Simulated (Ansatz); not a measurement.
Predict the output of the script below (Ansatz's Python interface).

Script `c2h6bgen_methods.py`:
```python
"""One geometry of C2H6BGeN, method by method."""

from pathlib import Path
import logging
import sys
import warnings

import ansatz as az
from ase import Atoms
import numpy as np

logging.basicConfig(stream=sys.stdout, format="%(levelname)s:%(name)s:%(message)s")
logger = logging.getLogger("run")
logger.setLevel(logging.INFO)


def main() -> None:
    warnings.simplefilter("ignore", az.DeckWarning)

    atoms = Atoms(["B", "Ge", "C", "C", "N", "H", "H", "H", "H", "H", "H"], positions=[
        [-0.2599, 1.5561, 1.4801],
        [-0.7108, 0.3684, -0.0814],
        [0.7566, -0.8419, -0.3535],
        [0.5789, -1.727, -1.466],
        [0.2822, -2.4523, -2.3679],
        [0.7134, 1.5174, 2.0505],
        [-1.0699, 2.4214, 1.7944],
        [-1.9502, -0.4281, 0.2179],
        [-0.9155, 1.2282, -1.3236],
        [1.7088, -0.2568, -0.5325],
        [0.9318, -1.4424, 0.6025],
    ])
    molecule = az.Crystal.molecule_from_ase(atoms)

    base = molecule.calculation().basis(gaussian="def2-SVP")

    logger.info("functional    E (Ha)        dipole (D)   HOMO (eV)  LUMO (eV)")
    for name in ["pbe", "blyp", "hse06", "r2scan0"]:
        summary = base.functional(name).forces().orbitals().run(threads=1, runs_dir="runs").report
        lines = Path(summary["orbitals_path"]).read_text().splitlines()
        field_of = lambda key: [line.split("=")[1].strip() for line in lines if line.startswith(key)]
        orbitals = [(27.211386 * float(e), s, float(n)) for e, s, n in zip(field_of("Ene="), field_of("Spin="), field_of("Occup="))]
        homo = max(e for e, _, n in orbitals if n > 0.5)
        lumo = min(e for e, _, n in orbitals if n < 0.5)
        dipole = 4.803205 * np.linalg.norm(summary["charge_distribution"]["dipole_moment_e_ang"])
        logger.info(f"{name:10s} {summary['free_energy_ev'] / 27.211386246:14.6f} {dipole:9.3f} {homo:11.3f} {lumo:10.3f}")


if __name__ == "__main__":
    main()
```

```console
$ python c2h6bgen_methods.py
INFO:run:functional    E (Ha)        dipole (D)   HOMO (eV)  LUMO (eV)
INFO:run:pbe          -2235.438434     4.130      -6.996     -3.720
INFO:run:blyp         -2235.952118     4.095      -6.799     -3.511
INFO:run:hse06        -2235.504791     4.353      -7.882     -3.122
INFO:run:r2scan0      -2235.830055     4.509      -8.478     -2.552
```

What to keep in mind:
- Total energies depend on the basis set; only differences at equal settings carry meaning.
- The geometry is a force-field or estimated start, not a minimum of this method, and the basis set is short of its limit. A lower total doesn't mark the better method: functionals have no common bound, and MP2 and coupled cluster aren't variational.
- Levels such as HOMO and LUMO are orbital energies: with these approximate functionals they aren't the ionisation energy and electron affinity, and their gap isn't the fundamental gap.
- hse06 follows the composition of plane-wave codes, whose totals differ by tens of mHa, up to about 0.1 Ha, from the form usual in Gaussian-basis programs (wpbeh).
- Finished in 21 s on 1 thread of Arm Neoverse V2, on a shared host, peak memory 0.36 GiB.
